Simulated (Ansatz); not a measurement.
# CuO2: how settings move the results

Aim, for CuO2: test the smearing width on a coarse mesh.

Computed with Ansatz 0.2.0 (DFT PBEsol, scalar-relativistic, plane waves, PAW, unless a step's input says otherwise).

2 further runs of the same task are left out: 1 that didn't finish, 1 set aside as unsound or not needed. Runs told in other sessions of the task aren't counted.

### 1 The system as given

The structure is orthorhombic, space group Cmcm (No. 63). Conventional cell: a = 2.825 Å, b = 10.421 Å, c = 4.343 Å, α = 90.00°, β = 90.00°, γ = 90.00°. Cu (site symmetry m2m) has 6 O at 1.86 to 2.22 Å in its first shell of neighbours. O (site symmetry m2m) has 2 Cu at 1.86 Å in its first shell of neighbours. O (site symmetry m2m) has 4 Cu at 1.90 to 2.22 Å in its first shell of neighbours.

Coordinates:

```
Cu O
1.0
     1.41261   -5.21075    0.00000
     1.41261    5.21075    0.00000
     0.00000    0.00000    4.34342
Cu O
2 4
Cartesian
  1.4126 -3.4677 1.0859
  1.4126 3.4677 3.2576
  1.4126 0.5366 1.0859
  1.4126 -0.5366 3.2576
  1.4126 3.0115 1.0859
  1.4126 -3.0115 3.2576
```

The structure comes from the Materials Project (structure only); it is used as listed.

### 2 The base run, which the others are set against

input.yaml reads:

```yaml
crystal:
  lattice:
    - [1.412615, -5.210747, 0.0]
    - [1.412615, 5.210747, 0.0]
    - [0.0, 0.0, 4.343424]
  atoms:
    - { symbol: Cu, position: [0.832747, 0.167253, 0.25] }
    - { symbol: Cu, position: [0.167253, 0.832747, 0.75] }
    - { symbol: O, position: [0.448514, 0.551486, 0.25], spin: 0.35 }
    - { symbol: O, position: [0.551486, 0.448514, 0.75], spin: 0.35 }
    - { symbol: O, position: [0.21103, 0.78897, 0.25] }
    - { symbol: O, position: [0.78897, 0.21103, 0.75] }
basis:
  ecutwfc: 420
kpoints:
  mp_grid: { grid: [14, 14, 8] }
hamiltonian:
  xc: pbesol
scf:
  occupations: { method: gaussian, width: 0.1 }
output:
  forces: true
  stress: true
  eigenvalues: true
  populations: true
magnetization:
  spin_polarized: true
```

Its results, from an earlier run: -2568.5107 eV/atom at zero smearing, pressure -8.26 GPa, largest force 0.536 eV/Å, no gap on the mesh, site moments O +0.35 (×2) μB, in 21 SCF cycles and 3.1 min.

### 3 Smearing width on a coarse mesh: Gaussian 0.01 eV

input.yaml reads:

```yaml
crystal:
  lattice:
    - [1.412615, -5.210747, 0.0]
    - [1.412615, 5.210747, 0.0]
    - [0.0, 0.0, 4.343424]
  atoms:
    - { symbol: Cu, position: [0.832747, 0.167253, 0.25] }
    - { symbol: Cu, position: [0.167253, 0.832747, 0.75] }
    - { symbol: O, position: [0.448514, 0.551486, 0.25], spin: 0.38 }
    - { symbol: O, position: [0.551486, 0.448514, 0.75], spin: 0.38 }
    - { symbol: O, position: [0.21103, 0.78897, 0.25] }
    - { symbol: O, position: [0.78897, 0.21103, 0.75] }
basis:
  ecutwfc: 420
kpoints:
  mp_grid: { grid: [7, 7, 4] }
hamiltonian:
  xc: pbesol
scf:
  occupations: { method: gaussian, width: 0.01 }
output:
  forces: true
  stress: true
  eigenvalues: true
  populations: true
magnetization:
  spin_polarized: true
```

Started as:

```
ansatz run input.yaml --threads 1 --pin off --max-ram 2560MiB --backend cpu --events-out ev --progress --plain --runs-dir out
```

### 4 Smearing width on a coarse mesh set to Gaussian 0.05 eV

Changes to input.yaml since step 3:

```diff
@@ -19,3 +19,3 @@
 scf:
-  occupations: { method: gaussian, width: 0.01 }
+  occupations: { method: gaussian, width: 0.05 }
 output:
```

### 5 Smearing width on a coarse mesh set to Gaussian 0.1 eV

Changes to input.yaml since step 4:

```diff
@@ -19,3 +19,3 @@
 scf:
-  occupations: { method: gaussian, width: 0.05 }
+  occupations: { method: gaussian, width: 0.1 }
 output:
```

### 6 Smearing width on a coarse mesh: Gaussian 0.2 eV

Changes to input.yaml since step 5:

```diff
@@ -19,3 +19,3 @@
 scf:
-  occupations: { method: gaussian, width: 0.1 }
+  occupations: { method: gaussian, width: 0.2 }
 output:
```

### 7 Smearing width on a coarse mesh: Gaussian 0.4 eV

Changes to input.yaml since step 6:

```diff
@@ -19,3 +19,3 @@
 scf:
-  occupations: { method: gaussian, width: 0.2 }
+  occupations: { method: gaussian, width: 0.4 }
 output:
```

(Steps that only read results are left out.)

Q: Predict the outcome of the series: the values and the trend.

The runs gave:

```
                                             quantity                          value
largest energy shift, smearing width on a coarse mesh  1.10 meV/atom at Gaussian 0.4
```

**Reading.** The free energy moves by up to 26.2 meV/atom (Gaussian 0.4), the energy extrapolated to zero width by up to 1.10. For the widths that shift F most, the extrapolation takes out most of the shift. On the coarse mesh the shift from the base is least at Gaussian 0.01 eV (0.22 meV/atom): here the narrowest width does best. The cell's moment varies from 0.41 to 0.84 μB over the series. The listed cell is far from this method's equilibrium (-8.3 GPa, forces up to 0.54 eV/Å), so its values are not those of the relaxed crystal.
